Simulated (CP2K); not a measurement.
TiSn under changes of volume

One of the cells (21.965 Å³/atom); the others are scaled copies at fixed shape and fractional positions:

```xyz
2
Lattice="3.9606 0.0000 0.0000 1.9803 3.4300 0.0000 1.9803 1.1433 3.2338" Properties=species:S:1:pos:R:3 pbc="T T T"
Ti    0.0000    0.0000    0.0000
Sn    3.9606    2.2866    1.6169
```

The cell was built by a generator and needn't be a form met in nature.

- Program: CP2K 2026.2
- Functional: PBE
- Potentials or basis: POTENTIAL_UZH Ti GTH-PBE-q12, Sn GTH-PBE-q14; TZVP-MOLOPT-PBE-GTH basis
- Density cutoff: 8163 eV
- k mesh: 8 × 8 × 8
- Occupations: fermi-dirac, width 0.05 eV
- Spin: no spin polarisation

```tsv
volume (Å³/atom)	energy over the lowest point (meV/atom)	pressure (GPa)
20.647	19.35	5.4
21.086	7.49	3.3
21.526	1.23	1.3
21.965	0.00	-0.4
22.404	3.29	-2.0
22.844	?	?
23.283	21.65	-4.6
```

Question: What does the run at 22.844 Å³/atom give?

Answer: Energy over the lowest point 10.65 meV/atom; pressure -3.4 GPa.

Worked out: A Birch-Murnaghan fit of order 3 (a polynomial in V^(-2/3)) to the other rows has its minimum at 21.86 Å³/atom with B0 = V·E''(V) = 84 GPa and B' = 4.3. It gives 10.65 meV/atom at 22.844 Å³/atom, against the run's 10.65, and -dE/dV = -3.4 GPa, against -3.4.

Energies are extrapolated to zero smearing.

Caveats: the basis of atomic orbitals isn't converged, which shifts pressures, moduli and gaps.
